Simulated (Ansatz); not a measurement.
# La2SbAs3: the cost of one run

Program: Ansatz 0.2.0. Level of theory: DFT PBE, scalar-relativistic, plane waves, PAW. These are calculated values, not measurements.

### Step 1. The starting structure

The structure is trigonal, space group R-3m (No. 166). The conventional cell has a = 6.135 Å, b = 6.135 Å, c = 14.697 Å, α = 90.00°, β = 90.00°, γ = 120.00°. Around La (site symmetry 3m) lie 9 As at 3.56 Å and 3 Sb at 3.60 Å and 4 La at 3.63 to 3.76 Å. Sb (site symmetry -3m) has 6 As at 3.02 Å in its first shell of neighbours. As (site symmetry 2/m) has 2 Sb at 3.02 Å and 4 As at 3.07 Å and 6 La at 3.56 Å in its first shell of neighbours.

Coordinates:

```cif
data_structure
_symmetry_space_group_name_H-M 'R-3m:H'
_symmetry_Int_Tables_number 166
_cell_length_a 6.1348
_cell_length_b 6.1348
_cell_length_c 14.6965
_cell_angle_alpha 90.000
_cell_angle_beta 90.000
_cell_angle_gamma 120.000
_cell_volume 479.01
loop_
_atom_site_label
_atom_site_type_symbol
_atom_site_symmetry_multiplicity
_atom_site_Wyckoff_symbol
_atom_site_fract_x
_atom_site_fract_y
_atom_site_fract_z
_atom_site_occupancy
La1 La 6 c 0.33333 0.66667 0.29011 1
Sb1 Sb 3 a 0.00000 0.00000 0.00000 1
As1 As 9 d 0.83333 0.16667 0.16667 1
```

Recipe of the guess: species swapped into a database cell of Hf2Al3Ag (R-3m, No. 166), with La on the Hf sites, As on the Al sites and Sb on the Ag sites. Its size is a rough estimate.

### Step 2. The guess as it stands, on a coarse mesh

File input.yaml:

```yaml
crystal:
  lattice:
    - [3.06740814, 1.77096892, 4.8988484]
    - [-3.06740814, 1.77096892, 4.8988484]
    - [0.0, -3.54193784, 4.8988484]
  atoms:
    - { symbol: La, position: [0.6234436, 0.6234436, 0.6234436] }
    - { symbol: La, position: [0.3765564, 0.3765564, 0.3765564] }
    - { symbol: Sb, position: [0.0, 0.0, 0.0] }
    - { symbol: As, position: [0.0, 0.5, 0.0] }
    - { symbol: As, position: [0.5, 0.0, 0.0] }
    - { symbol: As, position: [0.0, 0.0, 0.5] }
basis:
  ecutwfc: 420
kpoints:
  mp_grid: { grid: [3, 3, 3] }
hamiltonian:
  xc: pbe
scf:
  occupations: { method: gaussian, width: 0.1 }
  lower_state_search: "off"
output:
  forces: true
  stress: true
  eigenvalues: true
```

Launch:

```sh
> ansatz run input.yaml --threads 1 --pin off --max-ram 2560MiB --backend cpu --events-out ev --progress --plain --runs-dir out
```

What time and memory should one allow on 1 thread of Intel Xeon Platinum 8375C at 2.90GHz (Ice Lake), shared host?

About 4.2 s, with a peak of 0.53 GiB.
